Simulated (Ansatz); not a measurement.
# CH5BClNO: up Jacob's ladder to CCSD(T)

Aim: compute CH5BClNO with functionals from several rungs and with coupled cluster. The yardstick is the atomisation energy at the CCSD(T) limit.

Program: Ansatz 0.2.0, Gaussian basis. Level of theory: functionals in def2-TZVPP, the program's frozen cores in correlated methods. These are calculated values, not measurements.

The runs, in order: PBE-D4, r2SCAN-D4, PBE0-D4, B3LYP-D4, ωB97X-V, ωB97M-V, B2PLYP; CCSD(T)/def2-TZVPP; CCSD(T)/def2-QZVPP; extrapolation to the limit.

### 1 The relaxed structure

The geometry comes from an earlier relaxation with PBE0-D4 in a triple-zeta def2 set; it is a stationary point, not always the lowest conformer.

SMILES `NB(Cl)CO`, 10 atoms, charge 0, spin multiplicity 1.

Atoms are counted from 1 here; the program's logs count them from 0.

Bond lengths: N1–B2 1.383 Å, N1–H6 1.005 Å, N1–H7 1.007 Å, B2–Cl3 1.777 Å, B2–C4 1.576 Å, C4–O5 1.427 Å, C4–H8 1.098 Å, C4–H9 1.096 Å, O5–H10 0.959 Å. Angles: B2–N1–H6 124.3°, B2–N1–H7 119.7°, H6–N1–H7 115.8°, N1–B2–Cl3 120.1°, N1–B2–C4 120.8°, Cl3–B2–C4 119.1°, B2–C4–O5 113.4°, B2–C4–H8 111.2°, B2–C4–H9 108.7°, O5–C4–H8 111.5°, O5–C4–H9 106.5°, H8–C4–H9 105.0°, C4–O5–H10 108.0°.

### 2 PBE-D4 (GGA)

Contents of in.yaml:

```yaml
crystal:
  periodic: [false, false, false]
  atoms:
    - {symbol: N, position_ang: [0.479434, 1.142254, 0.876345]}
    - {symbol: B, position_ang: [-0.154417, -0.081651, 0.767884]}
    - {symbol: Cl, position_ang: [-0.933160, -0.810315, 2.188678]}
    - {symbol: C, position_ang: [-0.185356, -0.855034, -0.604447]}
    - {symbol: O, position_ang: [0.358956, -0.105609, -1.690352]}
    - {symbol: H, position_ang: [0.553366, 1.668551, 1.728981]}
    - {symbol: H, position_ang: [0.968485, 1.522393, 0.081986]}
    - {symbol: H, position_ang: [-1.195978, -1.218516, -0.832946]}
    - {symbol: H, position_ang: [0.427257, -1.759594, -0.513052]}
    - {symbol: H, position_ang: [-0.318588, 0.497530, -2.003078]}
basis:
  gaussian: {orbitals: def2-TZVPP}
hamiltonian: {xc: pbe, dispersion: d4}
output: {forces: true, orbitals: {seedname: orbitals}}
```

Run with:

```bash
ansatz run in.yaml --threads 2 --pin off --events-out ev --progress --plain --max-ram 32768MiB --backend cpu
```

Further steps of the session: r2SCAN-D4 (meta-GGA); PBE0-D4 (hybrid); B3LYP-D4 (hybrid); ωB97X-V (range-separated); ωB97M-V (range-separated); B2PLYP (double hybrid); CCSD(T) in def2-TZVPP; CCSD(T) in def2-QZVPP.

Q: Predict the results of all the runs planned. Wanted: atomisation energy, CCSD(T)/CBS; farthest; mean size of error, hybrid; mean size of error, range-separated; gap, smallest and largest; T1 diagnostic; triples share of the correlation energy.

As calculated:

```
                               quantity                                 value
        atomisation energy, CCSD(T)/CBS                             39.632 eV
    functionals within 0.198 eV (0.5 %)                              B3LYP-D4
                               farthest                    PBE-D4 (+1.204 eV)
             mean size of error, hybrid                              0.231 eV
    mean size of error, range-separated                              0.283 eV
              gap, smallest and largest  5.53 eV (PBE-D4), 12.44 eV (ωB97X-V)
                          T1 diagnostic                                0.0109
triples share of the correlation energy                                 3.8 %
```

**Reading.** PBE-D4 is off by +1.204 eV. Double hybrids carry the basis error of their MP2 part in triple zeta, and no dispersion term here, so their miss is partly the set-up's. Misses under about 0.198 eV are within the doubt on the reference itself, which lacks core-valence correlation, relativity and higher excitations. Hartree-Fock recovers 72 % of the binding; the rest is correlation. The gap grows from 5.5 to 12.4 eV across the functionals, mostly with the share of exact exchange.
